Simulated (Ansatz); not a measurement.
# C₂H₁₀AlNSi: a ladder of functionals and wavefunction methods

How much do the methods differ for C₂H₁₀AlNSi? The plan is to run it at one geometry with functionals of several rungs and with coupled cluster, and see how far each lands from CCSD(T) at the basis-set limit for the atomisation energy.

Method: functionals in def2-TZVPP, the program's frozen cores in correlated methods; program: Ansatz 0.2.0, Gaussian basis.

The runs, in order: LDA (SPW92), PBE-D4, revPBE-D4, BLYP-D4, r2SCAN-D4, B97M-V, PBE0-D4, B3LYP-D4, r2SCANh-D4, r2SCAN0-D4, HSE06-D4, BHLYP-D4, CAM-B3LYP-D4, LC-ωPBE, ωB97X-V, ωB97M-V, B2PLYP, PBE-QIDH; CCSD(T)/def2-SVP; CCSD(T)/def2-TZVPP; MP2/def2-QZVPP; extrapolation to the limit; RPA on PBE.

## (1) The relaxed structure

An earlier PBE0-D4 in a triple-zeta def2 set relaxation fixed the geometry.

SMILES `[CH3][AlH][NH][SiH2]C`, 15 atoms, charge 0, spin multiplicity 1.

Atoms are counted from 1 here; the program's logs count them from 0.

Bond lengths: C1–Al2 1.949 Å, C1–H6 1.093 Å, C1–H7 1.095 Å, C1–H8 1.095 Å, Al2–N3 1.786 Å, Al2–H9 1.585 Å, N3–Si4 1.728 Å, N3–H10 1.013 Å, Si4–C5 1.869 Å, Si4–H11 1.488 Å, Si4–H12 1.494 Å, C5–H13 1.093 Å, C5–H14 1.093 Å, C5–H15 1.094 Å. Angles: Al2–C1–H6 113.1°, Al2–C1–H7 110.8°, Al2–C1–H8 111.0°, H6–C1–H7 107.6°, H6–C1–H8 107.8°, H7–C1–H8 106.3°, C1–Al2–N3 119.7°, C1–Al2–H9 123.4°, N3–Al2–H9 116.9°, Al2–N3–Si4 129.4°, Al2–N3–H10 116.2°, Si4–N3–H10 114.4°, N3–Si4–C5 113.1°, N3–Si4–H11 106.6°, N3–Si4–H12 110.9°, C5–Si4–H11 110.0°, C5–Si4–H12 107.9°, H11–Si4–H12 108.3° and more.

## (2) LDA

This LDA is Slater exchange with PW92 correlation.

in.yaml

```yaml
crystal:
  periodic: [false, false, false]
  atoms:
    - {symbol: C, position_ang: [-2.202080, -1.423671, -1.900474]}
    - {symbol: Al, position_ang: [-0.643470, -1.347065, -0.732398]}
    - {symbol: N, position_ang: [0.136510, 0.224138, -0.398897]}
    - {symbol: Si, position_ang: [1.529821, 0.576473, 0.560806]}
    - {symbol: C, position_ang: [1.149863, 1.666577, 2.030184]}
    - {symbol: H, position_ang: [-2.528727, -0.438942, -2.244349]}
    - {symbol: H, position_ang: [-1.993661, -2.031761, -2.787133]}
    - {symbol: H, position_ang: [-3.048813, -1.898210, -1.393939]}
    - {symbol: H, position_ang: [-0.010660, -2.622637, -0.037116]}
    - {symbol: H, position_ang: [-0.279394, 1.032811, -0.844409]}
    - {symbol: H, position_ang: [2.069045, -0.731106, 1.023073]}
    - {symbol: H, position_ang: [2.580676, 1.255871, -0.254606]}
    - {symbol: H, position_ang: [0.738902, 2.627851, 1.709731]}
    - {symbol: H, position_ang: [0.422603, 1.191150, 2.692720]}
    - {symbol: H, position_ang: [2.057584, 1.867720, 2.606005]}
basis:
  gaussian: {orbitals: def2-TZVPP}
hamiltonian: {xc: lda}
output: {orbitals: {seedname: orbitals}}
```

Further steps of the session: PBE-D4 (GGA); revPBE-D4 (GGA); BLYP-D4 (GGA); r2SCAN-D4 (meta-GGA); B97M-V (meta-GGA); PBE0-D4 (hybrid); B3LYP-D4 (hybrid); r2SCANh-D4 (hybrid); r2SCAN0-D4 (hybrid); HSE06-D4 (hybrid); BHLYP-D4 (hybrid); CAM-B3LYP-D4 (range-separated); LC-ωPBE (range-separated); ωB97X-V (range-separated); ωB97M-V (range-separated); B2PLYP (double hybrid); PBE-QIDH (double hybrid); CCSD(T) in def2-SVP; CCSD(T) in def2-TZVPP; MP2 in def2-QZVPP; RPA on PBE orbitals.

Q: Predict the results of all the runs planned. Wanted: atomisation energy, CCSD(T)/CBS; farthest beyond LDA; mean size of error, GGA; mean size of error, meta-GGA; mean size of error, hybrid; mean size of error, range-separated; mean size of error, double hybrid; gap, smallest and largest; T1 diagnostic.

**Answer**, as computed:

| quantity | value |
| --- | --- |
| atomisation energy, CCSD(T)/CBS | 54.505 eV |
| functionals within 0.273 eV (0.5 %) | PBE-D4, r2SCAN-D4, B97M-V, B3LYP-D4, CAM-B3LYP-D4, ωB97X-V, ωB97M-V |
| farthest beyond LDA | BHLYP-D4 (-0.951 eV) |
| mean size of error, GGA | 0.473 eV |
| mean size of error, meta-GGA | 0.158 eV |
| mean size of error, hybrid | 0.404 eV |
| mean size of error, range-separated | 0.227 eV |
| mean size of error, double hybrid | 0.589 eV |
| gap, smallest and largest | 4.92 eV (LDA (SPW92)), 11.79 eV (LC-ωPBE) |
| T1 diagnostic | 0.0105 |
| triples share of the correlation energy | 3.6 % |

LDA overbinds by 6.132 eV (11 %). PBE-D4 misses by +0.107 eV. Double hybrids carry the basis error of their MP2 part in triple zeta, and no dispersion term here, so their miss is partly the set-up's. The rungs meta-GGA, range-separated miss on average by less than the doubt on the reference (0.273 eV), so they tie. The reference freezes the cores and leaves out relativity and excitations past (T), so misses under about 0.273 eV can't be ranked. Hartree-Fock recovers 75 % of the binding; the rest is correlation. CCSD(T) in def2-SVP is off by -3.163 eV, more than most functionals: a good method in a small basis is no reference. Orbital gaps span 4.9 to 11.8 eV; exact exchange widens them.
